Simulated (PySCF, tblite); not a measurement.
# C₅H₁₀BNO: geometry, infrared bands and NMR shifts

What infrared bands and NMR shifts should C₅H₁₀BNO (`CB(C)/N=C\CC=O`) show?

Programs: tblite 0.8.0 and PySCF 2.14.0, with density-fitted response routines of our own. Each step states its level of theory. These are calculated values for one molecule in the gas phase, unless marked as measured. Atoms count from 0, in the outputs and in this text.

## 1. The molecule as given

18 atoms, charge 0, multiplicity 1; geometry from: force field or distance geometry start.

Bonds of the start (Å): C0–B1 1.60, B1–C2 1.58, B1–N3 1.53, N3–C4 1.30, C4–C5 1.51, C5–C6 1.50, C6–O7 1.22, C0–H8 1.11, C0–H9 1.10, C0–H10 1.10, C2–H11 1.11, C2–H12 1.11, C2–H13 1.11, C4–H14 1.09, C5–H15 1.11, C5–H16 1.10, C6–H17 1.09.

## 2. Optimising the geometry with GFN2-xTB

The job: settings as JSON, then the geometry in Å.

```
{"job": {"kind": "relax", "xc": "GFN2-xTB", "basis": "xTB"}, "charge": 0, "multiplicity": 1}
C     -1.369300    -1.118400    -0.247800
B     -1.273300     0.458600     0.030100
C     -2.572400     1.342800    -0.078100
N     -0.047500     1.099200     0.681900
C      1.182000     0.690500     0.694400
C      1.686500    -0.496200    -0.094600
C      3.189200    -0.557800    -0.055700
O      3.866200     0.298500    -0.603800
H     -2.423000    -1.398900    -0.468300
H     -0.763900    -1.394700    -1.118800
H     -1.055300    -1.684400     0.647300
H     -2.847900     1.749700     0.918700
H     -2.392700     2.189400    -0.767800
H     -3.431000     0.750400    -0.468700
H      1.899600     1.302300     1.237100
H      1.289200    -1.427800     0.366000
H      1.373700    -0.414700    -1.149600
H      3.681100    -1.382200     0.466000
```

Command:

```console
OMP_NUM_THREADS=1 python probes_run.py task.json out
```

One launch serves the whole session: the jobs run in the order shown.

**Question.** This job is followed by: GFN2-xTB harmonic vibrations, gas phase; GIAO PBE0/pcSseg-1 NMR shielding, non-relativistic, gas phase. Predict these results of the whole session: strongest single infrared mode (GFN2-xTB); zero-point energy (GFN2-xTB); 13C shifts against TMS (PBE0/pcSseg-1, means over atoms taken as alike); 1H shifts against TMS (PBE0/pcSseg-1, means over atoms taken as alike); 11B shifts against BF3·OEt2 (PBE0/pcSseg-1); 15N shifts against NH3 (PBE0/pcSseg-1); 17O shifts against H2O (PBE0/pcSseg-1).

**Answer**, as computed:

| quantity | value |
| --- | --- |
| strongest single infrared mode (GFN2-xTB) | 1790 cm⁻¹, 451 km/mol |
| zero-point energy (GFN2-xTB) | 89.8 kcal/mol |
| 13C shifts against TMS (PBE0/pcSseg-1, means over atoms taken as alike) | 198.6, 138.3, 62.4, 4.8 ppm |
| 1H shifts against TMS (PBE0/pcSseg-1, means over atoms taken as alike) | 10.14, 7.97, 3.26, 0.41 ppm |
| 11B shifts against BF3·OEt2 (PBE0/pcSseg-1) | 27.6 ppm |
| 15N shifts against NH3 (PBE0/pcSseg-1) | 404.2 ppm |
| 17O shifts against H2O (PBE0/pcSseg-1) | 714.4 ppm |

In words: Over 163 steps the energy fell by 1.195 eV; of the close pairs, B1–N3 changed most, 1.529 to 1.346 Å. The lowest mode is slightly imaginary (12i cm⁻¹), a soft motion within the noise of the Hessian, so the minimum is not strictly shown. The strongest single mode, at 1790 cm⁻¹, moves mainly C6 and O7. GFN2-xTB is a fitted tight-binding method: band positions and strengths are rough. Its intensities can rank the bands wrongly. The most deshielded carbon is C6 (aldehyde carbonyl carbon), at 198.6 ppm: the double bond to the heteroatom, with no lone-pair donor beside it, deshields it most. The most deshielded hydrogen is H17 (hydrogen on an aldehyde carbonyl carbon), at 10.14 ppm: deshielded by the polar, anisotropic C=O bond. At PBE0/pcSseg-1: The largest span, 1386 ppm, is at O7, where the paramagnetic term is -774 ppm.
